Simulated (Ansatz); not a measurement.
The system is NiMoIrPdW.

```
Ni Mo Pd Ir W
1.0
    -1.37004    1.37004    9.71647
     1.37004   -1.37004    9.71647
     1.37004    1.37004   -9.71647
Ni Mo Pd Ir W
1 1 1 1 1
Direct
  0.19862 0.19862 0.00000
  0.60922 0.60922 0.00000
  0.79310 0.79310 0.00000
  0.39944 0.39944 0.00000
  0.99565 0.99565 0.00000
```

The cell was built by a generator and needn't be a form met in nature.

| Property | Result |
| --- | --- |
| Program | Ansatz 0.2.0 |
| Task | relaxation of cell and atoms |
| Functional | LDA |
| Potentials or basis | Ansatz PAW |
| Cutoff | 420 eV (not typed: the program's choice for these potentials) |
| k mesh | 10 × 10 × 10 |
| Occupations | fermi-dirac, width 0.05 eV |
| Spin | collinear spin, ferromagnetic start |
| Starting moments | [1.0, 1.0, 0.0, 0.6, 0.0] μB |

At the start: volume 14.59 Å³/atom.

How do energy, volume and symmetry change on relaxing?

It ends after 6 steps and the volume is 13.76 Å³/atom (-5.7 %); space group I4mm (No. 107, to 0.05 Å); moment 0.00 μB per cell.

The path:
| step | energy change (eV) | largest force (eV/Å) | volume (Å³) |
| --- | --- | --- | --- |
| 1 | 0.0000 | 0.2489 | 72.95 |
| 2 | -0.1939 | 0.1406 | 69.58 |
| 3 | -0.2028 | 0.0428 | 68.71 |
| 4 | -0.2030 | 0.0163 | 68.79 |
| 5 | -0.2031 | 0.0022 | 68.80 |
| 6 | -0.2019 | 0.0020 | 68.80 |

Final structure:
```cif
data_structure
_symmetry_space_group_name_H-M 'P 1'
_symmetry_Int_Tables_number 1
_cell_length_a 9.7307
_cell_length_b 9.7307
_cell_length_c 9.7307
_cell_angle_alpha 164.140
_cell_angle_beta 164.140
_cell_angle_gamma 22.502
_cell_volume 68.80
loop_
_atom_site_label
_atom_site_type_symbol
_atom_site_fract_x
_atom_site_fract_y
_atom_site_fract_z
_atom_site_occupancy
Ni1 Ni 0.19926 0.19926 0.00000 1
Mo1 Mo 0.61047 0.61047 0.00000 1
Pd1 Pd 0.79251 0.79251 0.00000 1
Ir1 Ir 0.39791 0.39791 0.00000 1
W1 W 0.99588 0.99588 0.00000 1
```

Caveat: the plane-wave basis is chosen anew once the cell has moved, so the energies of steps on either side of that aren't comparable; the PAW data sets come from PBE, with cores solved anew for the run's functional, which leaves a small shift of forces and pressure; the starting moments weren't kept.
